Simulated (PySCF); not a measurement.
# OsO4 (osmium tetroxide) at 6 levels

Aim: a comparison of 6 runs (B2PLYP/def2-SVP, PBE/def2-SVP, SVWN5/def2-SVP, TPSS/def2-SVP, r2SCAN/def2-SVP, revPBE/def2-SVP) of OsO4 (osmium tetroxide). 

The results are computed with PySCF 2.14.0.

1 further run of the same task is left out (set aside as unsound or not needed).

**1. Starting point**

OsO4 has 5 atoms, charge 0, and is taken as a singlet. As SMILES, `[O]=[Os](=[O])(=[O])=[O]`. The shape is that of a PBE0-D4/def2-TZVP optimisation.

Bond lengths: O1–Os2 1.691 Å, Os2–O3 1.691 Å, Os2–O4 1.691 Å, Os2–O5 1.691 Å. Angles: O1–Os2–O3 109.5°, O1–Os2–O4 109.5°, O1–Os2–O5 109.5°, O3–Os2–O4 109.5°, O3–Os2–O5 109.5°, O4–Os2–O5 109.5°.

**2. A single-point energy at B2PLYP/def2-SVP (core potential) (run 1)**

calc.py reads:

```python
from pyscf import gto, dft, mp

mol = gto.M(
    atom=[
    ('O', (-0.891820, -0.135090, 1.429830)),
    ('Os', (-0.000000, 0.000000, 0.000000)),
    ('O', (1.432030, -0.887020, 0.143110)),
    ('O', (-0.909910, -0.603230, -1.290800)),
    ('O', (0.369690, 1.625340, -0.282130)),
],
    basis='def2-svp',
    ecp={'Os': 'def2-svp'},
    verbose=3,
    charge=0,
    max_memory=1860,
)

mf = dft.RKS(mol, xc='0.53*HF + 0.47*B88, 0.73*LYP')
mf.conv_tol = 1e-10
mf.grids.level = 5
mf.kernel()
if not mf.converged:
    mf = mf.newton().run(mf.mo_coeff, mf.mo_occ)

pt = mp.MP2(mf, frozen=4).run()
e_final = mf.e_tot + 0.27 * pt.e_corr
print('PT2 part  %.8f' % (0.27 * pt.e_corr))
print('E = %.10f Eh' % e_final)
```

Started as:

```sh
$ OMP_NUM_THREADS=1 python calc.py
```

The program printed:

```text
converged SCF energy = -390.463832567375
E(RMP2) = -392.299907083372  E_corr = -1.83607451599795
E(SCS-RMP2) = -392.155308142517  E_corr = -1.69147557514214
PT2 part  -0.49574012
E = -390.9595726867 Eh
```

It took 17 s on 1 thread of Arm Neoverse V1, shared host; peak memory 0.45 GiB.

**3. The energy at PBE/def2-SVP (core potential) (run 2)**

run.py reads:

```python
# [O]=[Os](=[O])(=[O])=[O]
from pyscf import gto, dft

mol = gto.M(
    atom=[
    ('O', (-0.891820, -0.135090, 1.429830)),
    ('Os', (-0.000000, 0.000000, 0.000000)),
    ('O', (1.432030, -0.887020, 0.143110)),
    ('O', (-0.909910, -0.603230, -1.290800)),
    ('O', (0.369690, 1.625340, -0.282130)),
],
    max_memory=1860,
    spin=0,
    ecp={'Os': 'def2-svp'},
    verbose=3,
    charge=0,
    basis='def2-svp',
)

calc0 = dft.RKS(mol, xc='pbe')
calc0.grids.level = 5
calc0.conv_tol = 1e-10
calc0.kernel()
if not calc0.converged:
    calc0 = calc0.newton().run(calc0.mo_coeff, calc0.mo_occ)

e_tot = calc0.e_tot
print('E(%s) = %.9f' % ('PBE', e_tot))
```

Started as:

```sh
$ OMP_NUM_THREADS=1 python run.py
```

The program printed:

```text
converged SCF energy = -391.16718512768
E(PBE) = -391.167185128
```

Run time: 17 s. Hardware: 1 thread of Arm Neoverse V1, shared host; peak memory 0.44 GiB.

Run 3 isn't shown in full; the table further down has it.

**4. The energy at TPSS/def2-SVP (core potential) (run 4)**

input.xyz reads:

```xyz
5

O     -0.891820    -0.135090     1.429830
Os     0.000000     0.000000     0.000000
O      1.432030    -0.887020     0.143110
O     -0.909910    -0.603230    -1.290800
O      0.369690     1.625340    -0.282130
```

input.py reads:

```python
from pyscf import gto, dft

mol = gto.M(
    atom='input.xyz',
    basis='def2-svp',
    ecp={'Os': 'def2-svp'},
    max_memory=1860,
    verbose=3,
)

mf = dft.RKS(mol)
mf.xc = 'tpss'
mf.conv_tol = 1e-10
mf.grids.level = 5
mf.kernel()
if not mf.converged:
    mf = mf.newton().run(mf.mo_coeff, mf.mo_occ)

etot = mf.e_tot
print('E(%s) = %.9f' % ('TPSS', etot))
```

Started as:

```sh
$ OMP_NUM_THREADS=1 python input.py
```

The program printed:

```text
converged SCF energy = -391.440160308974
E(TPSS) = -391.440160309
```

It took 34 s on 1 thread of Arm Neoverse V1, shared host; peak memory 0.46 GiB.

Run 5 isn't shown in full; the table further down has it.

**5. The energy at revPBE/def2-SVP (core potential) (run 6)**

run.py reads:

```python
# [O]=[Os](=[O])(=[O])=[O]
from pyscf import gto, dft

system = gto.Mole()
system.atom = '''
O     -1.685296    -0.255283     2.701987
Os     0.000000     0.000000     0.000000
O      2.706145    -1.676225     0.270439
O     -1.719481    -1.139939    -2.439258
O      0.698613     3.071447    -0.533148
'''
system.max_memory = 1860
system.verbose = 3
system.ecp = {'Os': 'def2-svp'}
system.unit = 'bohr'
system.basis = 'def2-svp'
system.spin = 0
system.charge = 0
system.build()

mf = dft.RKS(system)
mf.xc = 'revpbe'
mf.conv_tol = 1e-10
mf.grids.level = 5
mf.kernel()
if not mf.converged:
    mf = mf.newton().run(mf.mo_coeff, mf.mo_occ)

etot = mf.e_tot
print('Final energy', etot)
```

Started as:

```sh
$ OMP_NUM_THREADS=1 python run.py
```

The program printed:

```text
converged SCF energy = -391.407015706001
Final energy -391.4070157060007
```

It took 17 s on 1 thread of Arm Neoverse V1, shared host; peak memory 0.44 GiB.

**6. The series**

| run | level | frozen core orbitals | energy (Eh) | dipole moment (D) | HOMO energy (eV) | LUMO energy (eV) | wall time |
| --- | --- | --- | --- | --- | --- | --- | --- |
| 1 | B2PLYP/def2-SVP (core potential) | 4 | -390.959573 | 0.00 | -12.11 | -3.32 | 17 s |
| 2 | PBE/def2-SVP (core potential) | – | -391.167185 | 0.00 | -8.93 | -4.66 | 17 s |
| 3 | SVWN5/def2-SVP (core potential) | – | -389.194910 | 0.00 | -9.20 | -4.89 | 10 s |
| 4 | TPSS/def2-SVP (core potential) | – | -391.440160 | 0.00 | -9.05 | -4.69 | 34 s |
| 5 | r2SCAN/def2-SVP (core potential) | – | -391.291088 | 0.00 | -9.42 | -4.90 | 31 s |
| 6 | revPBE/def2-SVP (core potential) | – | -391.407016 | 0.00 | -8.85 | -4.59 | 17 s |

**7. Results**

```
            quantity          value
 run 6: total energy  -391.40702 Eh
run 6: dipole moment         0.00 D
  run 6: HOMO energy       -8.85 eV
  run 6: LUMO energy       -4.59 eV
run 6: HOMO–LUMO gap        4.26 eV
```

The HOMO–LUMO gap runs from 4.26 eV (revPBE/def2-SVP) to 8.79 eV (B2PLYP/def2-SVP). A double hybrid's value is that of its SCF part. Totals of different functionals can't be ranked against each other. All runs together took 2.1 min, the longest 34 s.
